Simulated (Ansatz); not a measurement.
# BFH6OSi2: the cost of one run

All numbers below are computed with Ansatz 0.2.0 (RKS PBE0-D4/6-31G*).

### Step 1. The system as given

Bond lengths: B1–Si2 1.875 Å, Si2–O3 1.695 Å, Si2–F4 1.666 Å, Si2–Si5 2.241 Å, B1–H6 1.240 Å, B1–H7 1.188 Å, O3–H8 1.039 Å, Si5–H9 1.527 Å, Si5–H10 1.461 Å, Si5–H11 1.443 Å. Angles (14 of 16 angles, heavy atoms first): B1–Si2–O3 108.2°, B1–Si2–F4 112.1°, B1–Si2–Si5 109.8°, O3–Si2–F4 109.2°, O3–Si2–Si5 110.6°, F4–Si2–Si5 107.0°, Si2–B1–H6 121.5°, Si2–B1–H7 122.9°, Si2–O3–H8 104.6°, Si2–Si5–H9 107.9°, Si2–Si5–H10 109.2°, Si2–Si5–H11 109.2°, H6–B1–H7 115.6°, H9–Si5–H10 108.3°.

As a file:

```xyz
11

B    -1.8608    0.3537    0.3801
Si   -0.2871   -0.6296    0.1147
O     0.2079   -1.2481    1.6127
F    -0.5079   -1.8896   -0.9522
Si    1.2982    0.6952   -0.7536
H    -2.4275    0.9345   -0.5581
H    -2.3481    0.5130    1.4517
H     1.0733   -1.7828    1.4024
H     1.5539    1.8303    0.2353
H     2.5340   -0.0694   -0.9057
H     0.8294    1.2359   -2.0067
```

### Step 2. End point A

The input, input.yaml:

```yaml
crystal:
  periodic: [false, false, false]
  atoms:
    - { symbol: B, position_ang: [-1.8608, 0.3537, 0.3801] }
    - { symbol: Si, position_ang: [-0.2871, -0.6296, 0.1147] }
    - { symbol: O, position_ang: [0.2079, -1.2481, 1.6127] }
    - { symbol: F, position_ang: [-0.5079, -1.8896, -0.9522] }
    - { symbol: Si, position_ang: [1.2982, 0.6952, -0.7536] }
    - { symbol: H, position_ang: [-2.4275, 0.9345, -0.5581] }
    - { symbol: H, position_ang: [-2.3481, 0.513, 1.4517] }
    - { symbol: H, position_ang: [1.0733, -1.7828, 1.4024] }
    - { symbol: H, position_ang: [1.5539, 1.8303, 0.2353] }
    - { symbol: H, position_ang: [2.534, -0.0694, -0.9057] }
    - { symbol: H, position_ang: [0.8294, 1.2359, -2.0067] }
basis:
  gaussian: { orbitals: "6-31G*" }
hamiltonian:
  xc: pbe0
  dispersion: d4
relax:
  f_tol: 0.015
  max_steps: 40
output:
  orbitals: {}
```

On the command line:

```sh
$ ansatz run input.yaml --threads 2 --pin off --max-ram 3072MiB --backend cpu --events-out ev --progress --plain --runs-dir out
```

What time and memory should one allow on 2 threads of AMD EPYC 7R13 (Zen 3), shared host?

About 34 s, with a peak of 0.22 GiB.
